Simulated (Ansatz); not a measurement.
# ZrCH₂ (singlet): from Hartree-Fock to the top rungs, def2-SVP

The task here is to estimate one member of a computed series from the others.

Program: Ansatz 0.2.0, Gaussian basis. Level of theory: def2-SVP, core rule «outside noble gas», up to 5 orbitals frozen. These are calculated values, not measurements.

To be run: UHF; CCSD(T) on RHF; CCSD(T) on UHF; CISD; CCSDT(Q) on RHF; CCSDT(Q) on UHF; CASSCF and MRCISD+Q, 8 electrons in 8 orbitals; CASSCF and NEVPT2, 8 electrons in 8 orbitals.

22 further runs of the same task are left out: 8 that didn't finish, 14 set aside as unsound or not needed. Runs told in other sessions of the task aren't counted.

**The system**

The geometry is a PBE0/def2-TZVP stationary point (not a proven minimum) of the parent state, kept for this charge and spin. No spin-orbit coupling is included. Elements past krypton take def2 core potentials.

4 atoms, charge 0, spin multiplicity 1.

Atoms are counted from 1 here; the program's logs count them from 0.

Bond lengths: Zr1–C2 1.958 Å, C2–H3 1.095 Å, C2–H4 1.095 Å. Angles: Zr1–C2–H3 123.1°, Zr1–C2–H4 123.1°, H3–C2–H4 113.7°.

Set-up of the first run:

Contents of in.yaml:

```yaml
crystal:
  periodic: [false, false, false]
  atoms:
    - {symbol: Zr, position_ang: [0.000000, 0.000000, 0.272416]}
    - {symbol: C, position_ang: [0.000000, 0.000000, -1.685685]}
    - {symbol: H, position_ang: [0.000000, 0.916504, -2.284186]}
    - {symbol: H, position_ang: [0.000000, -0.916504, -2.284186]}
basis:
  gaussian: {orbitals: def2-SVP}
magnetization: {spin_polarized: true, initial_magnetization: 0}
hamiltonian: {xc: hf}
output: {orbitals: {seedname: orbitals}}
```

Command:

```bash
$ ansatz run in.yaml --threads 1 --pin off --events-out ev --progress --plain --max-ram 2393MiB
```

Steps of the session up to this table: UHF; CCSD(T) on RHF; CCSD(T) on UHF; CISD; CCSDT(Q) on RHF; CCSDT(Q) on UHF; CASSCF and MRCISD+Q, 8 electrons in 8 orbitals; CASSCF and NEVPT2, 8 electrons in 8 orbitals.

One table of the session follows, with a row left open; its other results are not shown here.

It belongs to the step «Misses and costs». 

```
           method  from RCCSDT(Q) (kcal/mol)
              RHF                    +168.08
              UHF                    +160.07
             RMP2                          ?
             UMP2                     +37.23
            RCCSD                     +10.47
            UCCSD                     +11.63
         RCCSD(T)                      +1.44
         UCCSD(T)                      +3.80
           RCCSDT                      +0.79
           UCCSDT                      +1.95
        RCCSDT(Q)                          0
        UCCSDT(Q)                      +0.96
  CASSCF frontier                     +99.27
  NEVPT2 frontier                     +25.97
  MRCISD frontier                     +10.83
MRCISD+Q frontier                      +1.80
```

Estimate the missing values for RMP2.

As computed: from RCCSDT(Q) (kcal/mol): +22.39. In the column «from RCCSDT(Q) (kcal/mol)» it lies between UCCSD (+11.63) and NEVPT2 frontier (+25.97).

Not comparable, so not listed: CISD (they don't share determinant, frozen orbitals or solution with the rows shown, or repeat one).

Caveats from the session: The determinant of HF (⟨S²⟩ 1.12) is far from a pure spin state, so its energy mixes those of several spin states; that is harmless only where they are near-degenerate. The determinant of CCSD(T) (⟨S²⟩ 1.12) is far from a pure spin state, so its energy mixes those of several spin states; high orders of coupled cluster remove much of that, low ones don't. The determinant of CCSDT(Q) (⟨S²⟩ 1.12) is far from a pure spin state, so its energy mixes those of several spin states; high orders of coupled cluster remove much of that, low ones don't. Warnings: restricted reference is unstable; spin contamination; large T1 diagnostic. Restricted and unrestricted rows rest on different reference determinants; a gap between their highest levels can come from leftover correlation error, from unlike frozen cores or from another state.
